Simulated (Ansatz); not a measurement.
I need the energy of protonation at one site of GeH₅N, SMILES [NH2][GeH3]. Use Ansatz 0.2.0, Python API. Level of theory (for the species named): Hartree-Fock, def2-SVP basis, multiplicity 1.

Input file `geh5n.xyz`:
```text
7

N    -0.07180   -1.24910   -0.12600
Ge    0.15550    0.63600   -0.14810
H     0.31210   -1.57210    0.70730
H    -1.07230   -1.34060   -0.01510
H    -0.57250    1.25860   -1.37780
H    -0.39430    1.26710    1.16360
H     1.70470    0.93220   -0.24960
```

Script `pa.py`:
```python
# -*- coding: utf-8 -*-
"""Proton affinity of GeH5N at one site."""

import ansatz as az
import numpy as np

BASIS = "def2-SVP"
XC = "hf"
CHARGE = 1
FMAX = 0.01

mol = az.Crystal.molecule_from_extxyz("geh5n.xyz")

model = mol.calculation().basis(gaussian=BASIS).functional(XC)
symbols = [site.symbol for site in mol.cartesian_sites]
start = np.array([site.position_ang for site in mol.cartesian_sites], dtype=float)
summary = model.relax(force_tolerance=0.01).run(threads=1).report
end = np.array(summary["positions_ang"])

# put the proton on the side away from the neighbours, slightly off axis
away = sum((end[0] - end[j]) / np.linalg.norm(end[0] - end[j]) for j in [1, 2, 3]) + np.array([0.15, 0.1, -0.2])
proton = end[0] + 1.0 * away / np.linalg.norm(away)
acid = az.Crystal.molecule()
for symbol, place in zip(symbols, end):
    acid = acid.atom(symbol, place.tolist())
acid = acid.atom("H", proton.tolist())
protonated = (
    acid.calculation()
    .basis(gaussian=BASIS)
    .functional(XC)
    .charge(CHARGE)
    .relax(force_tolerance=FMAX, max_steps=80)
)
after = protonated.run(threads=1).report
xyz = np.array(after["positions_ang"])
reach = np.linalg.norm(xyz[:-1] - xyz[-1], axis=1)
print(f"base {summary['free_energy_ev']:.5f} eV, protonated {after['free_energy_ev']:.5f} eV")
print(f"the proton ends {reach.min():.3f} A from {symbols[reach.argmin()]}{reach.argmin()}")
print(f"electronic proton affinity {(summary['free_energy_ev'] - after['free_energy_ev']):.3f} eV")
```

```console
$ python pa.py
base -58026.04624 eV, protonated -58036.07012 eV
the proton ends 1.014 A from N0
electronic proton affinity 10.024 eV
```

Total energies depend on the basis set; only differences at equal settings carry meaning. The proton is put on one chosen atom, which needn't be the most basic site, so the molecule's proton affinity can be higher; the ends are stationary points, not checked by frequencies, and zero-point and thermal terms count only where printed. Hartree-Fock leaves correlation out, so bond, atomisation and ionisation energies come out well too low. Run time: 16 s on 1 thread of Arm Neoverse V1, on a shared host, peak memory 0.22 GiB.
